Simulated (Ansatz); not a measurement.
# HfN+ (quintet): wave-function methods side by side, def2-TZVPP

The task here is to estimate one member of a computed series from the others.

Method: def2-TZVPP, core rule «outside noble gas», up to 5 orbitals frozen; program: Ansatz 0.2.0, Gaussian basis.

To be run: UHF; ROHF; CCSD(T) on UHF.

2 further runs of the same task are left out: 2 set aside as unsound or not needed.

## What is computed

The geometry is a PBE0/def2-TZVP stationary point (not a proven minimum) of the parent state, kept for this charge and spin. No spin-orbit coupling is included. Elements past krypton take def2 core potentials.

2 atoms, charge 1, spin multiplicity 5.

Atoms are counted from 1 here; the program's logs count them from 0.

Bond lengths: Hf1–N2 1.737 Å.

Geometry (Å):

```csv
atom,x (Å),y (Å),z (Å)
Hf1,0.00000,0.00000,0.00000
N2,0.00000,0.00000,1.73740
```

The first run:

The input, in.yaml:

```yaml
crystal:
  periodic: [false, false, false]
  atoms:
    - {symbol: Hf, position_ang: [0.000000, 0.000000, 0.000000]}
    - {symbol: N, position_ang: [0.000000, 0.000000, 1.737400]}
basis:
  gaussian: {orbitals: def2-TZVPP}
total_charge: 1
magnetization: {spin_polarized: true, initial_magnetization: 4}
hamiltonian: {xc: hf}
output: {orbitals: {seedname: orbitals}}
```

Started as:

```console
$ ansatz run in.yaml --threads 1 --pin off --events-out ev --progress --plain --max-ram 4096MiB --backend cpu
```

Among the steps run: UHF; ROHF; CCSD(T) on UHF.

One of the session's tables, all rows but one given; the rest of the session is left out.

| method | from UCCSD(T) (kJ/mol) |
| --- | --- |
| ROHF | +523.4 |
| UHF | +501.1 |
| UMP2 | +68.0 |
| UCCSD | ? |
| UCCSD(T) | 0 |

Estimate the missing values for UCCSD.

The run gave: from UCCSD(T) (kJ/mol): +20.2. In the column «from UCCSD(T) (kJ/mol)» it lies between UCCSD(T) (0) and UMP2 (+68.0).
